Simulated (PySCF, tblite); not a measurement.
# C₄H₄GeN₂− (doublet): geometry, infrared bands and EPR parameters

What infrared bands and EPR parameters should C₄H₄GeN₂− (doublet) (`C#[C][Ge@@H]([C]=[N-])[N]=C`) show?

Computed with tblite 0.8.0 and PySCF 2.14.0, with density-fitted response routines of our own, on a single molecule in the gas phase. Atoms are numbered from 0 throughout.

## 1. The molecule as given

11 atoms, charge -1, multiplicity 2; geometry from: force field or distance geometry start.

Bonds of the start (Å): C0–C1 1.20, C1–Ge2 1.89, Ge2–C3 1.91, C3–N4 1.28, Ge2–N5 1.84, N5–C6 1.28, C0–H7 1.05, Ge2–H8 1.55, C6–H9 1.10, C6–H10 1.08.

## 2. Optimising the geometry with GFN2-xTB

The job: settings as JSON, then the geometry in Å.

```
{"job": {"kind": "relax", "xc": "GFN2-xTB", "basis": "xTB"}, "charge": -1, "multiplicity": 2}
C     -2.023200    -1.899900    -0.358400
C     -1.423900    -0.854900    -0.361500
Ge    -0.445100     0.766700    -0.338600
C     -0.573300     1.579400     1.390500
N      0.011300     2.685100     1.638800
N      1.317500     0.442600    -0.761200
C      2.047200    -0.325100    -0.036300
H     -2.563600    -2.803600    -0.358200
H     -1.055700     1.730000    -1.392900
H      1.634400    -0.814600     0.853900
H      3.079700    -0.503100    -0.302100
```

Run with:

```bash
> OMP_NUM_THREADS=1 python probes_run.py task.json out
```

This one command runs all jobs of the session in turn.

**Question.** This job is followed by: GFN2-xTB harmonic vibrations, gas phase; UKS B3LYP, def2-TZVP-core on Ge, pcH-1 on C H N, non-relativistic, mean-field spin-orbit, GIAO. Predict these results of the whole session: strongest single infrared mode (GFN2-xTB); zero-point energy (GFN2-xTB); g(iso) (B3LYP); ⟨S²⟩; largest a(iso).

As calculated:

| quantity | value |
| --- | --- |
| strongest single infrared mode (GFN2-xTB) | 1704 cm⁻¹, 746 km/mol |
| zero-point energy (GFN2-xTB) | 36.5 kcal/mol |
| g(iso) (B3LYP) | 2.00288 |
| ⟨S²⟩ | 0.760 (exact 0.75) |
| largest a(iso) | 73Ge on Ge2, -260.0 MHz |

Over 86 steps the energy fell by 0.993 eV; of the close pairs, C3–N4 changed most, 1.275 to 1.165 Å. All 27 modes are real, so the xTB geometry is a minimum. The strongest single mode, at 1704 cm⁻¹, moves mainly H8. GFN2-xTB is a fitted tight-binding method: band positions and strengths are rough. Its intensities can rank the bands wrongly. The largest spin populations lie on C6 (0.39 e), Ge2 (0.37 e). The isotropic g lies 0.6 ppt above the free-electron value. The hyperfine terms hold no scalar relativity, which the heavier nuclei need. The records flag this anion as possibly unbound in the gas phase, so the basis may hold the extra electron. These values are for one conformer; the search (at its own cheap level) found 2 more, at 0.02, 0.53 kcal/mol (those within 0.05 may be mirror or relabelled copies), and measured spectra average over such forms.
